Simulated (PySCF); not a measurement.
# The bond of KBr, level by level

One table from this session's results is given with a row withheld; the runs are named, their logs left out.

Computed with PySCF 2.14.0. Level: K x2c-SVPall, Br x2c-SVPall, spin-free X2C with a Gaussian nucleus.

Set-up of the first run:

The job is set up so:

| Property | Result |
| --- | --- |
| atoms | K, Br |
| charge | 0 |
| basis | K x2c-SVPall, Br x2c-SVPall |
| Hamiltonian | spin-free X2C with a Gaussian nucleus |
| basis functions | 56 |
| electrons treated | 54 |
| masses in u | 38.9637, 78.9183 |
| levels | PBE0, PBE, r²SCAN, MN15, M06, PBEsol, LC-ωPBE, HF, MP2, SCS-MP2, CCSD, CCSD(T) |
| grid | 80 radial by 434 angular points |
| occupations | held fixed by the projection of orbital angular momentum |
| dissociation limit | K + Br, each in its ground configuration |
| starting distance in angstrom | 3.060 |
| values of 2S to try | 0, 2 |

On the command line:

```sh
> OMP_NUM_THREADS=1 python dia.py task.json out
```

Among the steps run: The job; First curve: PBE0; Other states along the same grid; PBE; r²SCAN (meta-GGA); MN15 (hybrid meta-GGA); M06 (hybrid meta-GGA); PBEsol (GGA); LC-ωPBE; RHF (mean field); Correlated methods on the Hartree–Fock reference.

One table of the session follows, with a row left open; its other results are not shown here.

Energy (eV) from each level's lowest point:

| R (Å) | RHF | RHF-MP2 | RHF-SCS-MP2 | RHF-CCSD | RHF-CCSD(T) |
| --- | --- | --- | --- | --- | --- |
| 2.438 | 0.818 | 0.718 | 0.737 | n/a | n/a |
| 2.551 | 0.392 | 0.327 | 0.339 | 0.337 | 0.335 |
| 2.665 | 0.147 | 0.110 | 0.117 | 0.116 | 0.115 |
| 2.750 | ? | ? | ? | ? | ? |
| 2.835 | 0.005 | 0.000 | 0.000 | 0.000 | 0.000 |
| 2.920 | 0.000 | 0.008 | 0.005 | 0.005 | 0.006 |
| 3.034 | 0.038 | 0.059 | 0.053 | 0.054 | 0.055 |
| 3.175 | 0.134 | 0.167 | 0.158 | 0.159 | 0.160 |
| 3.345 | 0.290 | 0.335 | 0.323 | 0.325 | 0.325 |
| 3.572 | 0.532 | 0.590 | 0.576 | n/a | n/a |

**Question.** Estimate the row for R (Å) = 2.750.

Worked estimate for «RHF». A straight line through the neighbours (2.665, 0.147) and (2.835, 0.005) gives 0.147 + (0.005 − 0.147) × (2.750 − 2.665) / (2.835 − 2.665) = 0.076; a parabola fitted to 4 rows on both sides gives 0.046.

**Answer.** RHF: 0.049; RHF-MP2: 0.030; RHF-SCS-MP2: 0.033; RHF-CCSD: 0.033; RHF-CCSD(T): 0.032. In «RHF» the line misses by +0.027 and the parabola by -0.003.
